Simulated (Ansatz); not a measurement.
# RPA@PBE/6-311+G(d,p) run of AlClOF (SMILES [O][Al]([F])[Cl])

What is the vertical doublet–quartet gap of AlClOF at RPA@PBE/6-311+G**? 

Program for the calculation: Ansatz 0.2.0.

70 further runs of the same task are left out: 2 that didn't finish, 68 set aside as unsound or not needed. Runs told in other sessions of the task aren't counted.

### Step 1. The structure to begin with

The species is AlClOF (4 atoms), meant as a doublet with charge 0. SMILES: `[O][Al]([F])[Cl]`. Geometry: relaxed at PBE0-D4/def2-TZVP.

Bond lengths: O1–Al2 1.724 Å, Al2–F3 1.632 Å, Al2–Cl4 2.063 Å. Angles: O1–Al2–F3 118.6°, O1–Al2–Cl4 118.4°, F3–Al2–Cl4 122.9°.

### Step 2. The energy at RPA@PBE/6-311+G(d,p)

Contents of in.yaml:

```yaml
crystal:
  periodic: [false, false, false]
  atoms:
    - {symbol: O, position_ang: [0.993300, 0.591700, 1.294800]}
    - {symbol: Al, position_ang: [0.061900, -0.095200, 0.016700]}
    - {symbol: F, position_ang: [0.278100, -1.671200, -0.348900]}
    - {symbol: Cl, position_ang: [-1.277700, 1.114400, -0.982900]}
basis:
  gaussian: {orbitals: 6-311+G_st__st_-spherical.json}
magnetization: {spin_polarized: true, initial_magnetization: 1}
hamiltonian: {xc: {name: PBE}}
correlation: {method: rpa, frozen_orbitals: {Al: 5, Cl: 5, F: 1, O: 1}}
accuracy: high
```

The basis set 6-311+G** is read from a file made from the Basis Set Exchange's data (not shown).

On the command line:

```
ansatz run in.yaml --threads 1 --pin off --max-ram 3480MiB --events-out events.jsonl --progress --plain --runs-dir runs
```

Output:

```text
Warning: RAYON_NUM_THREADS=1 ignored (pool sized by the plan → 1); use --threads N
Functional definition: PBE
  name "PBE"
  parameter kappa = 0.804
  parameter beta = 0.06672455060314922
  exchange = pbe_x(kappa = kappa, mu = beta*pi^2/3)
  correlation = pbe_c(beta = beta)
1717 factors; integrals over basis functions are off by at most 4.5e-9 eV
mean field evaluation 1: about -23852.8001 eV, gradient 6.8e1 eV
mean field evaluation 2: about -23852.7957 eV, gradient 6.8e1 eV
mean field evaluation 4: about -23859.5113 eV, gradient 5.1e1 eV
mean field evaluation 8: about -23874.4635 eV, gradient 2.4e0 eV
mean field evaluation 16: about -23874.4949 eV, gradient 3.1e-3 eV
mean field evaluation 32: about -23874.4949 eV, gradient 3.3e-8 eV
mean field evaluation 64: about -23874.3069 eV, gradient 5.2e0 eV
mean field evaluation 96: about -23812.0499 eV, gradient 6.3e1 eV
mean field -23874.49487240 eV, -877.3715038467 hartree, gradient 1.3e-8 eV, S^2 0.752828; 6 other end points of the search recorded, 0 dependent functions left out
12 core orbitals not correlated: weight in the atoms' cores, before any rotation towards them, 1.000 or more for the frozen orbitals, at most 0.000 for the correlated occupied ones
reference -23833.63101484 eV, -875.8697847801 hartree; 12, 11 occupied and 80, 81 virtual orbitals, 1717 factors
Total energy: -23857.31804053 eV, -876.7402669186 hartree
```

Wall time 44 s (1 thread of Arm Neoverse V1, shared host); peak memory 0.42 GiB.

### Step 3. The quartet, same level

Contents of job.yaml:

```yaml
crystal:
  periodic: [false, false, false]
  atoms:
    - {symbol: O, position_ang: [0.993300, 0.591700, 1.294800]}
    - {symbol: Al, position_ang: [0.061900, -0.095200, 0.016700]}
    - {symbol: F, position_ang: [0.278100, -1.671200, -0.348900]}
    - {symbol: Cl, position_ang: [-1.277700, 1.114400, -0.982900]}
basis:
  gaussian: {orbitals: 6-311+G_st__st_-spherical.json}
magnetization: {spin_polarized: true, initial_magnetization: 3}
hamiltonian: {xc: {name: PBE}}
correlation: {method: rpa, frozen_orbitals: {Al: 5, Cl: 5, F: 1, O: 1}}
accuracy: high
```

The basis set 6-311+G** is read from a file made from the Basis Set Exchange's data (not shown).

On the command line:

```
ansatz run job.yaml --threads 1 --pin off --max-ram 3480MiB --events-out events.jsonl --progress --plain --runs-dir runs
```

Output, cut to the lines that bear on the results:

```text
Warning: RAYON_NUM_THREADS=1 ignored (pool sized by the plan → 1); use --threads N
Functional definition: PBE
  name "PBE"
[...]
1717 factors; integrals over basis functions are off by at most 4.5e-9 eV
[...]
mean field -23868.70501229 eV, -877.1587304123 hartree, gradient 2.0e-8 eV, S^2 3.754799; 10 other end points of the search recorded, 0 dependent functions left out
12 core orbitals not correlated: weight in the atoms' cores, before any rotation towards them, 1.000 or more for the frozen orbitals, at most 0.000 for the correlated occupied ones
reference -23825.76751928 eV, -875.5808066481 hartree; 13, 10 occupied and 79, 82 virtual orbitals, 1717 factors
Total energy: -23851.63487984 eV, -876.5314146153 hartree
```

Run time: 48 s. Hardware: 1 thread of Arm Neoverse V1, shared host; peak memory 0.43 GiB.

### Step 4. What came out

Level: RPA@PBE/6-311+G**, 12 core orbitals frozen.

```
                                        quantity          value
                           doublet: total energy  -876.74027 Eh
       doublet: RPA correlation energy (valence)     -870.5 mEh
      doublet: ⟨S²⟩ of the reference determinant          0.753
                           quartet: total energy  -876.53141 Eh
       quartet: RPA correlation energy (valence)     -950.6 mEh
      quartet: ⟨S²⟩ of the reference determinant          3.755
vertical energy of the quartet above the doublet       5.683 eV
```

What this shows: At this shape the quartet lies 5.68 eV (131 kcal/mol) above the doublet.
